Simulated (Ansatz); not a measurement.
# AsAu: how well frozen cores do

The same cell of AsAu is computed with all-electron LAPW, frozen-core PAW and all-electron PAW on datasets made for the crystal, to set the results side by side.

Method: DFT PBE, scalar-relativistic, in Ansatz 0.2.0.

1 further run of the same task is left out (set aside as unsound or not needed).

### Step 1. The starting structure

Symmetry: F-43m, No. 216, cubic system. Conventional cell: a = 5.841 Å, b = 5.841 Å, c = 5.841 Å, α = 90.00°, β = 90.00°, γ = 90.00°. Around Au (site symmetry -43m) lie 4 As at 2.53 Å. As (site symmetry -43m) is surrounded by 4 Au at 2.53 Å.

As a file:

```cif
data_structure
_symmetry_space_group_name_H-M 'F-43m'
_symmetry_Int_Tables_number 216
_cell_length_a 5.8406
_cell_length_b 5.8406
_cell_length_c 5.8406
_cell_angle_alpha 90.000
_cell_angle_beta 90.000
_cell_angle_gamma 90.000
_cell_volume 199.23
loop_
_atom_site_label
_atom_site_type_symbol
_atom_site_symmetry_multiplicity
_atom_site_Wyckoff_symbol
_atom_site_fract_x
_atom_site_fract_y
_atom_site_fract_z
_atom_site_occupancy
Au1 Au 4 a 0.00000 0.00000 0.00000 1
As1 As 4 d 0.25000 0.25000 0.75000 1
```

The file gives the conventional cell by its symmetry; the runs use the cell typed in the input.

The structure (zincblende type) was typed from a prototype and relaxed by PAW; whether it is the ground state wasn't tested.

Atoms are numbered in the order of the input: Au1, As2.

### Step 2. All-electron LAPW

The input, input.yaml:

```yaml
crystal:
  lattice:
    - [0.0, 2.9202842869, 2.9202842869]
    - [2.9202842869, 0.0, 2.9202842869]
    - [2.9202842869, 2.9202842869, 0.0]
  atoms:
    - { symbol: Au, position: [0.0, 0.0, 0.0] }
    - { symbol: As, position: [0.25, 0.25, 0.25] }
kpoints:
  mp_grid: { grid: [11, 11, 11] }
  band_path:
    path:
      - [0.0, 0.0, 0.0]
      - [-0.5, -0.5, 0.0]
      - [-0.375, -0.375, 0.25]
      - [-0.375, 0.0, 0.375]
      - [0.0, 0.0, 0.0]
      - [0.0, 0.0, 0.5]
      - [-0.5, -0.25, 0.25]
      - [-0.5, -0.5, 0.0]
    npoints: 8
scf:
  occupations: { method: fermi_dirac, width: 0.08 }
hamiltonian:
  xc: pbe
  pseudopotentials: { kind: all_electron, lapw: { basis_error: 0.00025 } }
output:
  forces: true
  stress: true
  eigenvalues: true
  populations: true
  dos: { projected: true, de: 0.2, e_range: [-14, 8] }
```

### Step 3. Frozen-core PAW

input.yaml: that of step 2 with these lines changed.

```diff
@@ -25,3 +25,3 @@
   xc: pbe
-  pseudopotentials: { kind: all_electron, lapw: { basis_error: 0.00025 } }
+  pseudopotentials: { kind: paw }
 output:
@@ -30,3 +30,5 @@
   eigenvalues: true
+  efg: { contact_densities: true }
   populations: true
+  bader: true
   dos: { projected: true, de: 0.2, e_range: [-14, 8] }
```

### Step 4. All-electron PAW on datasets made for the crystal

input.yaml: that of step 3 with these lines changed.

```diff
@@ -25,3 +25,3 @@
   xc: pbe
-  pseudopotentials: { kind: paw }
+  pseudopotentials: { kind: all_electron, datasets: crystal }
 output:
@@ -31,4 +31 @@
   efg: { contact_densities: true }
-  populations: true
-  bader: true
-  dos: { projected: true, de: 0.2, e_range: [-14, 8] }
```

(Steps that only read results are left out.)

**Question.** What will these runs give? Wanted: pressure; gap; Bader charges.

**Answer**, as computed:

```
           quantity                                              value
           pressure  LAPW -0.01, PAW -0.03, crystal datasets -0.01 GPa
         gap (LAPW)                                               none
Bader charges (PAW)                             Au1 -0.27, As2 +0.27 e
```

The pressure is within half a GPa of zero, so the volume is close to equilibrium at this level. There is no gap at this level; the crystal is a metal here. Within 0.3 eV of the Fermi level the largest projected share is As 4p (73 %). The projection holds only the free atom's occupied shells (Au 6s, Au 5d, As 4s, As 4p in this range). In pressure, PAW differs from LAPW by -0.02 GPa. The price, with the outputs that each input asks for: 66 s for LAPW against 23 s for PAW, about 2.8 to one. Spin-orbit coupling is left out, though the cell holds Au; in elements this heavy it can shift bands and gaps by tenths of an eV.
